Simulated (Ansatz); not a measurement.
**Molecular dynamics of Mo**

Input:

```yaml
accuracy: low
crystal:
  lattice:
    - [6.600444, 0.0, 0.0]
    - [0.0, 6.600444, 0.0]
    - [0.0, 0.0, 6.600444]
  atoms:
    - { symbol: Mo, position: [0.0, 0.0, 0.0] }
    - { symbol: Mo, position: [0.5, 0.0, 0.0] }
    - { symbol: Mo, position: [0.0, 0.5, 0.0] }
    - { symbol: Mo, position: [0.0, 0.0, 0.5] }
    - { symbol: Mo, position: [0.25, 0.25, 0.25] }
    - { symbol: Mo, position: [0.5, 0.5, 0.0] }
    - { symbol: Mo, position: [0.5, 0.0, 0.5] }
    - { symbol: Mo, position: [0.75, 0.25, 0.25] }
    - { symbol: Mo, position: [0.0, 0.5, 0.5] }
    - { symbol: Mo, position: [0.25, 0.75, 0.25] }
    - { symbol: Mo, position: [0.25, 0.25, 0.75] }
    - { symbol: Mo, position: [0.5, 0.5, 0.5] }
    - { symbol: Mo, position: [0.75, 0.75, 0.25] }
    - { symbol: Mo, position: [0.75, 0.25, 0.75] }
    - { symbol: Mo, position: [0.25, 0.75, 0.75] }
    - { symbol: Mo, position: [0.75, 0.75, 0.75] }
basis:
  ecutwfc: 420.0
kpoints:
  mp_grid: { grid: [2, 2, 2] }
hamiltonian:
  xc: pbe
  dispersion: d3bj
scf:
  occupations: { method: fermi_dirac, width: 0.17 }
  lower_state_search: "off"
md:
  timestep: 3
  n_steps: 110
  ensemble: nvt_langevin
  temperature: 2000.0
  initial_velocities: maxwell_boltzmann
  seed: 900397
  friction: 0.02
```

Launched with:

```bash
$ ansatz run input.yaml --threads 2 --pin off --max-ram 5120MiB --backend cpu --events-out ev --progress --plain --runs-dir out
```

It starts from a structure without forces on its atoms.

Output, in part (step lines):

```
md step     0: t =     0.00 fs  T =  1875.0 K  F+E_penalty+E_count = -79304.42121266 eV  E_kin = 3.877800 eV  (6 SCF iters)
[... lines left out ...]
```

The steps, from the saved trajectory:

| time (fs) | T (K) | potential energy less start (eV) |
| --- | --- | --- |
| 0.0 | 1875 | 0.000 |
| 9.0 | 1414 | 0.229 |
| 18.0 | 1519 | 0.777 |
| 27.0 | 1350 | 1.574 |
| 36.0 | 1497 | 2.361 |
| 45.0 | 1401 | 3.144 |
| 54.0 | 1092 | 3.614 |
| 63.0 | 1471 | 3.696 |
| 72.0 | 1565 | 3.828 |
| 81.0 | 1715 | 3.813 |
| 90.0 | 1813 | 3.846 |
| 99.0 | 1412 | 3.967 |
| 108.0 | 1625 | 3.848 |
| 117.0 | 1797 | 3.659 |
| 126.0 | 2060 | 3.787 |
| 135.0 | 2004 | 4.090 |
| 144.0 | 2042 | 4.431 |
| 153.0 | 1798 | 5.034 |
| 162.0 | 1417 | 5.633 |
| 171.0 | 1903 | 5.919 |
| 180.0 | 1940 | 6.118 |
| 189.0 | 1793 | 6.002 |
| 198.0 | 1984 | 5.690 |
| 207.0 | 2109 | 5.259 |
| 216.0 | 2123 | 4.928 |
| 225.0 | 1794 | 4.723 |
| 234.0 | 2293 | 4.267 |
| 243.0 | 2475 | 3.944 |
| 252.0 | 2321 | 3.898 |
| 261.0 | 2275 | 3.984 |
| 270.0 | 2613 | 4.036 |
| 279.0 | 1927 | 4.306 |
| 288.0 | 2003 | 4.608 |
| 297.0 | 2492 | 4.833 |
| 306.0 | 2496 | 5.208 |
| 315.0 | 2479 | 5.573 |
| 324.0 | 1765 | 5.779 |

All steps were run. A run of 0.33 ps of so small a system gives no equilibrium averages. Limits of this set-up: coarse k mesh, low accuracy level.

Mean squared displacements from the first frame to the last, about the centre of mass: Mo 0.10 Å².

Last frame:

```xyz
16
Lattice="6.6004 0.0000 0.0000 0.0000 6.6004 0.0000 0.0000 0.0000 6.6004" Properties=species:S:1:pos:R:3
Mo -0.027 -0.386 -0.471
Mo 3.398 -0.095 -0.364
Mo -0.043 3.020 -0.118
Mo -0.230 0.247 2.837
Mo 1.751 1.491 1.646
Mo 3.166 3.358 -0.300
Mo 3.049 -0.195 3.202
Mo 4.864 1.479 1.491
Mo -0.077 3.641 2.812
Mo 1.348 5.155 1.210
Mo 1.782 1.489 4.579
Mo 3.504 3.454 3.069
Mo 4.906 4.917 1.631
Mo 5.107 1.276 4.818
Mo 1.515 4.672 4.896
Mo 5.043 4.801 4.537
```

The run took 15 min on 2 threads of Arm Neoverse V1, on a shared host, peak memory 0.95 GiB.
